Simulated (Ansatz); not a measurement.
# HfB2: the cost of one run

Method: DFT PBE, scalar-relativistic, plane waves, PAW, in Ansatz 0.2.0.

3 further runs of the same task are left out: 2 that didn't finish, 1 set aside as unsound or not needed.

## 1. Starting point

It takes space group P6/mmm (No. 191, hexagonal). Conventional cell: a = 3.145 Å, b = 3.145 Å, c = 3.487 Å, α = 90.00°, β = 90.00°, γ = 120.00°. Hf (site symmetry 6/mmm) has 12 B at 2.52 Å as nearest neighbours. Around B (site symmetry -6m2) lie 3 B at 1.82 Å and 6 Hf at 2.52 Å.

Structure file:

```cif
data_structure
_symmetry_space_group_name_H-M 'P 1'
_symmetry_Int_Tables_number 1
_cell_length_a 3.1452
_cell_length_b 3.1452
_cell_length_c 3.4870
_cell_angle_alpha 90.000
_cell_angle_beta 90.000
_cell_angle_gamma 120.000
_cell_volume 29.87
loop_
_atom_site_label
_atom_site_type_symbol
_atom_site_fract_x
_atom_site_fract_y
_atom_site_fract_z
_atom_site_occupancy
Hf1 Hf 0.00000 0.00000 0.00000 1
B1 B 0.33333 0.66667 0.50000 1
B2 B 0.66667 0.33333 0.50000 1
```

It is the result of an earlier relaxation at this level (volume 9.96 Å³/atom; gap on the mesh: none (metal)).

## 2. Bulk reference on the slab's mesh

input.yaml

```yaml
crystal:
  lattice:
    - [3.1451685393, 0.0, 0.0]
    - [-1.5725842696, 4.4247551571, 0.0]
    - [1.5725842696, 1.6767173757, 2.1465513498]
  atoms:
    - { symbol: Hf, position: [0.0, 0.0, 0.0] }
    - { symbol: B, position: [0.8333333333, 0.5, 0.8333333333] }
    - { symbol: B, position: [0.1666666667, 0.5, 0.1666666667] }
basis:
  ecutwfc: 420
kpoints:
  mp_grid: { grid: [12, 8, 16] }
hamiltonian:
  xc: pbe
scf:
  occupations: { method: gaussian, width: 0.1 }
output:
  forces: true
  stress: true
  eigenvalues: true
```

Command:

```sh
> ansatz run input.yaml --threads 4 --pin off --max-ram 10240MiB --backend cpu --events-out ev --progress --plain --runs-dir out
```

**Question.** How long does this run take on 4 threads of Arm Neoverse V1, shared host, and how much memory does it need?

About 6 s, with a peak of 0.65 GiB.
